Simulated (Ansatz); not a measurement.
# GdTl3 (AuCu3 type): a single-point run

Wanted: a converged single-point run for GdTl3 (AuCu3 type), and a check of what comes out. The structure is shown as the input types it.

Method: Kohn-Sham DFT, with the functional, basis and potentials that each input names, in Ansatz 0.2.0.

1 further run of the same task is left out (set aside as unsound or not needed).

### 1 The structure to begin with

It takes space group Pm-3m (No. 221, cubic). The conventional cell has a = 4.690 Å, b = 4.690 Å, c = 4.690 Å, α = 90.00°, β = 90.00°, γ = 90.00°. Around Gd (site symmetry m-3m) lie 12 Tl at 3.32 Å. Around Tl (site symmetry 4/mmm) lie 4 Gd at 3.32 Å and 8 Tl at 3.32 Å.

Structure file:

```cif
data_structure
_symmetry_space_group_name_H-M 'P 1'
_symmetry_Int_Tables_number 1
_cell_length_a 4.6900
_cell_length_b 4.6900
_cell_length_c 4.6900
_cell_angle_alpha 90.000
_cell_angle_beta 90.000
_cell_angle_gamma 90.000
_cell_volume 103.16
loop_
_atom_site_label
_atom_site_type_symbol
_atom_site_fract_x
_atom_site_fract_y
_atom_site_fract_z
_atom_site_occupancy
Gd1 Gd 0.00000 0.00000 0.00000 1
Tl1 Tl 0.00000 0.50000 0.50000 1
Tl2 Tl 0.50000 0.50000 0.00000 1
Tl3 Tl 0.50000 0.00000 0.50000 1
```

### 2 The calculation

Contents of input.yaml:

```yaml
crystal:
  lattice:
    - [4.6899983482, 0.0, 0.0]
    - [0.0, 4.6899983482, 0.0]
    - [0.0, 0.0, 4.6899983482]
  atoms:
    - { symbol: Gd, position: [0.0, 0.0, 0.0], spin: 7.0 }
    - { symbol: Tl, position: [0.0, 0.5, 0.5] }
    - { symbol: Tl, position: [0.5, 0.5, 0.0] }
    - { symbol: Tl, position: [0.5, 0.0, 0.5] }
basis:
  ecutwfc: 420
  ecutrho_ratio: 4
kpoints:
  mp_grid: { grid: [6, 6, 6] }
hamiltonian:
  xc: pbesol
  hubbard: { sites: [{ species: Gd, l: f, u_eff: -5.0 }] }
scf:
  occupations: { method: gaussian, width: 0.05 }
  max_iter: 60
output:
  forces: true
  stress: true
magnetization:
  spin_polarized: true
```

Run with:

```sh
$ ansatz run input.yaml --threads 4 --pin off --max-ram 9216MiB --backend cpu --events-out ev --progress --plain --runs-dir out
```

Q: Will this input give a usable result? If not, why, and what should change?

The program finished normally, with warnings (magnetization residual over threshold, seeded moment not kept, stability check not made). That alone doesn't make the input a sound one.

The suspect setting: hamiltonian.hubbard.sites is [{species: Gd, l: f, u_eff: -5.0}]. The Hubbard parameter is far from any physical value.

To check: set hamiltonian.hubbard.sites to [{species: Gd, l: f, u_eff: 6.0}].
